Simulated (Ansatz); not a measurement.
**GeH3F (GeFH3) at BHLYP/STO-3G**

What is the electronic atomisation energy of GeH3F (GeFH3) at BHLYP/STO-3G? 

The results are computed with Ansatz 0.2.0.

**1. The structure to begin with**

GeH3F: 5 atoms, total charge 0, spin state singlet. As SMILES, `[H][Ge]([H])([H])[F]`. Geometry: a GFN2-xTB relaxation, a rough one for these elements and not checked as a minimum.

Bond lengths: Ge1–F2 1.735 Å, Ge1–H3 1.493 Å, Ge1–H4 1.492 Å, Ge1–H5 1.493 Å. Angles: F2–Ge1–H3 103.4°, F2–Ge1–H4 103.3°, F2–Ge1–H5 103.4°, H3–Ge1–H4 114.7°, H3–Ge1–H5 114.9°, H4–Ge1–H5 114.9°.

**2. A single-point energy at BHLYP/STO-3G**

File job.yaml:

```yaml
crystal:
  periodic: [false, false, false]
  atoms:
    - {symbol: Ge, position_ang: [-0.001260, 0.000720, -0.139740]}
    - {symbol: F, position_ang: [0.010260, -0.018210, 1.594920]}
    - {symbol: H, position_ang: [1.448570, 0.011740, -0.494610]}
    - {symbol: H, position_ang: [-0.731820, 1.260740, -0.465520]}
    - {symbol: H, position_ang: [-0.725750, -1.254990, -0.495050]}
basis:
  gaussian:
    orbitals: STO-3G
hamiltonian:
  xc: {name: BHLYP}
accuracy: high
```

Started as:

```
$ ansatz run job.yaml --threads 1 --pin off --max-ram 2610MiB --events-out events.jsonl --progress --plain --runs-dir runs
```

The log of the run:

```text
Warning: RAYON_NUM_THREADS=1 ignored (pool sized by the plan → 1); use --threads N
Functional definition: BHLYP
  name "BHLYP"
  parameter a = 0.5
  exchange = (1 - a)*b88_x + a*exact_x
  correlation = lyp_c
388 factors; integrals over basis functions are off by at most 4.4e-9 eV
mean field evaluation 1: about -58592.6638 eV, gradient 1.6e1 eV
mean field evaluation 2: about -58593.5450 eV, gradient 1.1e1 eV
mean field evaluation 4: about -58593.9839 eV, gradient 1.7e-1 eV
mean field evaluation 8: about -58593.9866 eV, gradient 1.6e-3 eV
mean field evaluation 16: about -58593.9866 eV, gradient 5.2e-9 eV
mean field -58593.98658213 eV, -2153.2892904627 hartree, gradient 5.2e-9 eV, S^2 0.000000; 0 other end points of the search recorded, 0 dependent functions left out
reference -58593.98659819 eV, -2153.2892910530 hartree; 22, 22 occupied and 4, 4 virtual orbitals, 388 factors
Total energy: -58593.98659819 eV, -2153.2892910530 hartree
```

Run time: 1.3 s. Hardware: 1 thread of Arm Neoverse V1, shared host; peak memory 0.093 GiB.

**3. The F atom, same level**

File input.yaml:

```yaml
crystal:
  periodic: [false, false, false]
  atoms:
    - {symbol: F, position_ang: [0.000000, 0.000000, 0.000000]}
basis:
  gaussian:
    orbitals: STO-3G
hamiltonian:
  xc: {name: BHLYP}
magnetization:
  spin_polarized: true
  initial_magnetization: 1
accuracy: high
```

Run the same way, it converges to -98.27228 Eh (log not shown).

**4. The Ge atom at the same level**

File in.yaml:

```yaml
basis:
  gaussian:
    orbitals: STO-3G
crystal:
  periodic: [false, false, false]
  atoms:
    - {symbol: Ge, position_ang: [0.000000, 0.000000, 0.000000]}
magnetization:
  spin_polarized: true
  initial_magnetization: 2
hamiltonian:
  xc: {name: BHLYP}
accuracy: high
```

Run the same way, it converges to -2052.94465 Eh (log not shown).

**5. The H atom, same level**

File run.yaml:

```yaml
crystal:
  periodic: [false, false, false]
  atoms:
    - {symbol: H, position_ang: [0.000000, 0.000000, 0.000000]}
basis:
  gaussian: {orbitals: STO-3G}
magnetization: {spin_polarized: true, initial_magnetization: 1}
hamiltonian: {xc: {name: BHLYP}}
accuracy: high
```

Run the same way, it converges to -0.46466 Eh (log not shown).

**6. Outcome**

Level: BHLYP/STO-3G.

```
                     quantity           value
       molecule: total energy  -2153.28929 Eh
         F atom: total energy    -98.27228 Eh
                 F atom: ⟨S²⟩           0.750
        Ge atom: total energy  -2052.94465 Eh
                Ge atom: ⟨S²⟩           2.000
         H atom: total energy     -0.46466 Eh
                 H atom: ⟨S²⟩           0.750
electronic atomisation energy       18.460 eV
```

What this shows: Taking the molecule apart into free atoms costs 18.46 eV (426 kcal/mol), before zero-point energy and without spin-orbit coupling. In a minimal basis such a difference can be off by several eV, whatever the method.
